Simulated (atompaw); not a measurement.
# Se: generating and testing a PAW (atompaw) potential

Task: generate the file, and judge it by its logarithmic derivatives, its ghosts and its cutoff.

The numbers are computed with atompaw 4.2.0.5 (PBE, scalar-relativistic, spin-unpolarised reference atom).

## (1) Starting point

Typed settings, in words:

```
element                 : selenium (Se, Z = 34)
type                    : PAW
frozen core             : [Ar] 3d10
valence charge          : 6
reference configuration : 4s2 4p1 (charge +3)
partial waves           : 4s (bound): rc 1.70 bohr; 4s channel at -2.35 Ry: rc 1.70 bohr; 4p (bound): rc 1.70 bohr; 4p channel at -1.95 Ry: rc 1.70 bohr
local potential         : bessel scheme, radius 1.70 bohr
core correction         : smooth core density matched at 1.05 bohr
augmentation charge     : sinc compensation charge, radius 1.30 bohr; PAW radius 1.70 bohr; waves and projectors: custom rrkj gramschmidtortho
```

## (2) The generation run

The input, Se.input:

```
Se 34
GGA-PBE scalarrelativistic loggrid 1500 logderivrange -6 5 276
4 4 3 0 0 0
4 1 1
0 0 0
c
c
c
v
c
c
v
c
1
1.70 1.30 1.70 1.05
y
-2.35
n
y
-1.95
n
custom rrkj gramschmidtortho sinc
bessel
1.70
1.70
1.70
1.70
PWSCFOUT
UPFDX 0.0125d0 UPFXMIN -7.d0 UPFZMESH 34.d0
END
```

Launch:

```console
$ atompaw < Se.input > Se.log
```

Before running it: what results should come out? Wanted: cutoffs for 10 and 1 mRy, occupied levels; bound ghosts; largest phase difference near zero energy, channels read; lowest eigenvalue of the overlap; share of valence orbitals outside the PAW sphere; UPF file.

As calculated:

```
                                                quantity             value
               cutoffs for 10 and 1 mRy, occupied levels   10 Ry and 25 Ry
                                            bound ghosts        none found
largest phase difference near zero energy, channels read         0.001 rad
         lowest eigenvalue of the overlap (Bessel basis)         0.399 (s)
        share of valence orbitals outside the PAW sphere  4s 42 %, 4p 57 %
                                                UPF file           written
```

**Reading.** It counts as soft on the atom at that tolerance, with 10 Ry needed at the looser tolerance. The slowest occupied level is 4p: taken alone it needs 15 Ry to come within 1 mRy, against 12 Ry for 4s. The Bessel-basis test finds no level below the valence levels. Near zero energy the phases of the channels with partial waves agree within 0.001 rad.
